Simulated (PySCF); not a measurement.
# H6HfN3 (Hf(NH2)3+): the cost of one run

Computed with PySCF 2.14.0. Level: several levels, as the steps say, no spin–orbit coupling.

1 further run of the same task is left out (for a known fault of the program).

## (1) The system as given

10 atoms, charge 1, spin multiplicity 1.

Bond lengths: Hf1–N2 1.983 Å, Hf1–N5 1.984 Å, Hf1–N8 1.983 Å, N2–H3 1.023 Å, N2–H4 1.022 Å, N5–H6 1.023 Å, N5–H7 1.023 Å, N8–H9 1.022 Å, N8–H10 1.022 Å. Angles: N2–Hf1–N5 112.4°, N2–Hf1–N8 111.9°, N5–Hf1–N8 112.3°, Hf1–N2–H3 125.6°, Hf1–N2–H4 126.7°, H3–N2–H4 107.2°, Hf1–N5–H6 126.1°, Hf1–N5–H7 126.4°, H6–N5–H7 107.1°, Hf1–N8–H9 126.0°, Hf1–N8–H10 126.4°, H9–N8–H10 107.2°.

As a file:

```xyz
10
charge 1, multiplicity 1
Hf   -0.0800    0.0458    0.6396
N     1.8753    0.0145    0.3091
H     2.4512   -0.8257    0.2196
H     2.4698    0.8146    0.0828
N    -0.9531    1.6459   -0.1428
H    -0.4995    2.5385   -0.3513
H    -1.9042    1.6969   -0.5147
N    -0.9535   -1.6419    0.0728
H    -0.4885   -2.5419   -0.0644
H    -1.9175   -1.7466   -0.2507
```

Formal oxidation states: Hf +4. An earlier session relaxed this geometry at PBE0, Hf def2-SVP with ECP60, N def2-SVP, H def2-SVP (singlet, point group C3).

At PBE0 on the finer grid: E = -215.415538 Eh, HOMO -12.45 eV, LUMO -6.88 eV, Mulliken charge on Hf1 +1.19 e, largest force component 0.018 eV/Å. 

Levels to run: TPSSh; M06-L; PBE0, TZVP. Hardware: 2 threads of Arm Neoverse V1, shared host.

## (2) TPSSh

run.py (the lines that set the calculation)

```python
mol = gto.M(atom='''
Hf    -0.08004     0.04580     0.63961
N      1.87531     0.01454     0.30911
H      2.45119    -0.82573     0.21961
H      2.46983     0.81458     0.08278
N     -0.95309     1.64586    -0.14282
H     -0.49950     2.53846    -0.35134
H     -1.90422     1.69692    -0.51465
N     -0.95346    -1.64194     0.07284
H     -0.48850    -2.54189    -0.06441
H     -1.91752    -1.74660    -0.25072''',
    basis={'Hf': 'def2-SVP', 'N': 'def2-SVP', 'H': 'def2-SVP'},
    ecp={'Hf': 'def2-SVP'},
    charge=1, spin=0)
mf = dft.RKS(mol, xc='TPSSH')
mf.grids.atom_grid = (75, 302)
mf = mf.density_fit()  # fitting sets: Hf def2-universal-JKFIT, N def2-universal-JKFIT, H def2-universal-JKFIT
mf.conv_tol = 1e-08; mf.max_cycle = 55
mf.kernel(dm0)  # dm0: the density of the relaxed state
```

Command:

```
OMP_NUM_THREADS=2 python run.py
```

**Question.** How long does this run take on 2 threads of Arm Neoverse V1, shared host?

About 9.3 s.
